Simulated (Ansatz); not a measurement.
# C4H9FGeO: vertical ionisation energy

An exercise on one series of results from a longer session: the logs are not shown, and one member is left open.

Method: unrestricted cation, the program's frozen cores in correlated methods; program: Ansatz 0.2.0, Gaussian basis.

The runs, in order: UKS PBE-D4/def2-TZVPP; UKS r2SCAN-D4/def2-TZVPP; UKS PBE0-D4/def2-TZVPP; UKS B3LYP-D4/def2-TZVPP; UKS wB97X-V/def2-TZVPP; UKS wB97M-V/def2-TZVPP; UKS B2PLYP/def2-TZVPP; UHF-CCSD(T)/def2-TZVPP; UHF-MP2/def2-QZVPP; extrapolation to the limit; then −ε(HOMO) from the neutral's earlier runs with LDA (SPW92), PBE-D4, revPBE-D4, BLYP-D4, r2SCAN-D4, B97M-V, PBE0-D4, B3LYP-D4, r2SCANh-D4, r2SCAN0-D4, HSE06-D4, BHLYP-D4, CAM-B3LYP-D4, LC-ωPBE, ωB97X-V, ωB97M-V.

## Structure used throughout

The geometry comes from an earlier relaxation with PBE0-D4 in a triple-zeta def2 set; it is a stationary point, not always the lowest conformer.

SMILES `CC(C)(C)[O][Ge][F]`, 16 atoms, charge 0, spin multiplicity 1.

Atoms are counted from 1 here; the program's logs count them from 0.

Bond lengths: C1–C2 1.520 Å, C1–H8 1.092 Å, C1–H9 1.092 Å, C1–H10 1.092 Å, C2–C3 1.522 Å, C2–C4 1.522 Å, C2–O5 1.435 Å, C3–H11 1.091 Å, C3–H12 1.092 Å, C3–H13 1.092 Å, C4–H14 1.091 Å, C4–H15 1.092 Å, C4–H16 1.092 Å, O5–Ge6 1.758 Å, Ge6–F7 1.774 Å. Angles: C2–C1–H8 110.6°, C2–C1–H9 110.3°, C2–C1–H10 110.3°, H8–C1–H9 108.6°, H8–C1–H10 108.6°, H9–C1–H10 108.4°, C1–C2–C3 110.6°, C1–C2–C4 110.6°, C1–C2–O5 105.7°, C3–C2–C4 111.0°, C3–C2–O5 109.4°, C4–C2–O5 109.4°, C2–C3–H11 110.7°, C2–C3–H12 110.3°, C2–C3–H13 110.2°, H11–C3–H12 108.4°, H11–C3–H13 109.0°, H12–C3–H13 108.2° and more.

The first run:

in.yaml reads:

```yaml
crystal:
  periodic: [false, false, false]
  atoms:
    - {symbol: C, position_ang: [0.432775, 0.435890, 1.611856]}
    - {symbol: C, position_ang: [0.086536, 0.142848, 0.161387]}
    - {symbol: C, position_ang: [0.866504, -1.062507, -0.342595]}
    - {symbol: C, position_ang: [-1.411305, -0.071624, 0.001029]}
    - {symbol: O, position_ang: [0.482201, 1.308068, -0.575952]}
    - {symbol: Ge, position_ang: [0.444103, 1.805713, -2.261735]}
    - {symbol: F, position_ang: [-0.290198, 0.381883, -3.024180]}
    - {symbol: H, position_ang: [0.162452, -0.408177, 2.250552]}
    - {symbol: H, position_ang: [1.503543, 0.621736, 1.715744]}
    - {symbol: H, position_ang: [-0.104926, 1.320536, 1.958500]}
    - {symbol: H, position_ang: [0.619835, -1.273524, -1.384166]}
    - {symbol: H, position_ang: [0.627679, -1.945968, 0.254013]}
    - {symbol: H, position_ang: [1.940027, -0.876739, -0.261867]}
    - {symbol: H, position_ang: [-1.661646, -0.281872, -1.039810]}
    - {symbol: H, position_ang: [-1.741862, -0.914666, 0.612167]}
    - {symbol: H, position_ang: [-1.955697, 0.818384, 0.325067]}
basis:
  gaussian: {orbitals: def2-TZVPP}
total_charge: 1
magnetization: {spin_polarized: true, initial_magnetization: 1}
hamiltonian: {xc: pbe, dispersion: d4}
```

Steps of the session up to this table: Cation, UKS PBE-D4/def2-TZVPP; Cation, UKS r2SCAN-D4/def2-TZVPP; Cation, UKS PBE0-D4/def2-TZVPP; Cation, UKS B3LYP-D4/def2-TZVPP; Cation, UKS wB97X-V/def2-TZVPP; Cation, UKS wB97M-V/def2-TZVPP; Cation, UKS B2PLYP (frozen core)/def2-TZVPP; Cation, UHF-CCSD(T)/def2-TZVPP; Cation, UHF-MP2/def2-QZVPP.

One of the session's tables, all rows but one given; the rest of the session is left out.

It belongs to the step «Ionisation energies side by side». For comparison, −ε(HOMO) of the neutral from earlier runs:

| functional | −ε(HOMO) (eV) |
| --- | --- |
| LDA (SPW92) | 6.86 |
| PBE-D4 | 6.66 |
| revPBE-D4 | 6.59 |
| BLYP-D4 | 6.57 |
| r2SCAN-D4 | 6.97 |
| B97M-V | 7.01 |
| PBE0-D4 | 7.96 |
| B3LYP-D4 | 7.78 |
| r2SCANh-D4 | ? |
| r2SCAN0-D4 | 8.17 |
| HSE06-D4 | 7.56 |
| BHLYP-D4 | 9.12 |
| CAM-B3LYP-D4 | 9.35 |
| LC-ωPBE | 10.60 |
| ωB97X-V | 10.28 |
| ωB97M-V | 10.22 |

Q: Estimate the row for r2SCANh-D4 from the others.

Worked estimate for «−ε(HOMO) (eV)». Against the share of exact exchange, r2SCAN-D4 (0, 6.97), r2SCAN0-D4 (0.25, 8.17) give a slope of 4.80 per unit share; at 0.1 the line stands at 7.45.

**Answer.** −ε(HOMO) (eV): 7.46. In «−ε(HOMO) (eV)» the line misses by -0.01.
